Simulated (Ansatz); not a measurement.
# C6HF4 radical: energies up the ladder

The task here is to estimate one member of a computed series from the others.

Method: the levels named in each step, in Ansatz 0.2.0.

### The structure to begin with

Bond lengths: F1–C2 1.330 Å, C2–C3 1.365 Å, C3–C4 1.363 Å, C4–F5 1.330 Å, C4–C6 1.404 Å, C6–F7 1.335 Å, C6–C8 1.383 Å, C2–C9 1.404 Å, C8–C9 1.382 Å, C9–F10 1.335 Å, C8–H11 1.078 Å. Angles (14 of 16 angles, heavy atoms first): F1–C2–C3 123.0°, F1–C2–C9 119.7°, C3–C2–C9 117.3°, C2–C3–C4 124.4°, C3–C4–F5 123.0°, C3–C4–C6 117.3°, F5–C4–C6 119.7°, C4–C6–F7 119.3°, C4–C6–C8 120.7°, F7–C6–C8 120.0°, C6–C8–C9 119.6°, C2–C9–C8 120.7°, C2–C9–F10 119.3°, C8–C9–F10 120.0°.

Coordinates:

```xyz
11

F     2.5154   -1.0805   -0.0813
C     1.2851   -0.5757   -0.0438
C     0.1627   -1.3519   -0.0555
C    -1.1107   -0.8666   -0.0165
F    -2.1851   -1.6509   -0.0329
C    -1.2671    0.5275    0.0438
F    -2.4967    1.0457    0.0877
C    -0.1640    1.3616    0.0563
C     1.1046    0.8157    0.0123
F     2.1752    1.6133    0.0235
H    -0.2933    2.4313    0.0975
```

Set-up of the first run:

Contents of input.yaml:

```yaml
crystal:
  periodic: [false, false, false]
  atoms:
    - { symbol: F, position_ang: [2.51539, -1.08052, -0.08125] }
    - { symbol: C, position_ang: [1.28508, -0.57571, -0.04377] }
    - { symbol: C, position_ang: [0.16269, -1.3519, -0.05546] }
    - { symbol: C, position_ang: [-1.11067, -0.86656, -0.01652] }
    - { symbol: F, position_ang: [-2.18508, -1.65094, -0.03293] }
    - { symbol: C, position_ang: [-1.26707, 0.52755, 0.04382] }
    - { symbol: F, position_ang: [-2.4967, 1.04568, 0.08767] }
    - { symbol: C, position_ang: [-0.16401, 1.36156, 0.05627] }
    - { symbol: C, position_ang: [1.10464, 0.81566, 0.01233] }
    - { symbol: F, position_ang: [2.17517, 1.61331, 0.02347] }
    - { symbol: H, position_ang: [-0.2933, 2.43128, 0.09755] }
magnetization:
  spin_polarized: true
  initial_magnetization: 1
basis:
  gaussian: { orbitals: def2-SVPD }
hamiltonian:
  xc: pbe
  dispersion: d4
relax:
  f_tol: 0.03
  max_steps: 200
```

The run is started by

```console
$ ansatz run input.yaml --threads 8 --pin off --max-ram 22528MiB --backend cpu --events-out ev --progress --plain --runs-dir out
```

Among the steps run: A rough first relaxation, PBE-D4/def2-SVPD; Relaxation, PBE0-D4/def2-TZVPD; Relaxation, PBE0-D4/def2-SVPD; Frequencies, PBE0-D4/def2-SVPD; Single point, PBE-D4/def2-TZVPPD; Single point, r2SCAN-D4/def2-TZVPPD; Single point, B3LYP-D4/def2-TZVPPD; Single point, wB97M-V/def2-TZVPPD; Single point, B2PLYP/def2-TZVPPD; Single point, PBE0-D4/def2-TZVPPD; Single point, LDA/def2-TZVPPD; Single point, PBE0-D4/def2-SVPD; Single point, PBE-D4/def2-SVPD; The anion of multiplicity 1 at the same geometry, PBE0-D4/def2-TZVPPD; The anion of multiplicity 1 at the same geometry, PBE-D4/def2-TZVPPD; The anion of multiplicity 1 at the same geometry, r2SCAN-D4/def2-TZVPPD; The anion of multiplicity 1 at the same geometry, B3LYP-D4/def2-TZVPPD; The anion of multiplicity 1 at the same geometry, wB97M-V/def2-TZVPPD; The anion of multiplicity 1 at the same geometry, B2PLYP/def2-TZVPPD.

One table of the session follows, with a row left open; its other results are not shown here.

It belongs to the step «Vertical electron affinity». 

| level | vertical electron affinity (eV) | from B2PLYP/def2-TZVPPD (eV) |
| --- | --- | --- |
| PBE0-D4/def2-TZVPPD | 2.420 | -0.097 |
| PBE-D4/def2-TZVPPD | 2.495 | -0.023 |
| r2SCAN-D4/def2-TZVPPD | 2.311 | -0.207 |
| B3LYP-D4/def2-TZVPPD | 2.570 | +0.053 |
| wB97M-V/def2-TZVPPD | ? | ? |
| B2PLYP/def2-TZVPPD | 2.517 | -0.000 |

**Question.** Estimate the row for wB97M-V/def2-TZVPPD.

The run gave: vertical electron affinity (eV): 2.563; from B2PLYP/def2-TZVPPD (eV): +0.045. In the column «vertical electron affinity (eV)» it lies between B2PLYP/def2-TZVPPD (2.517) and B3LYP-D4/def2-TZVPPD (2.570).
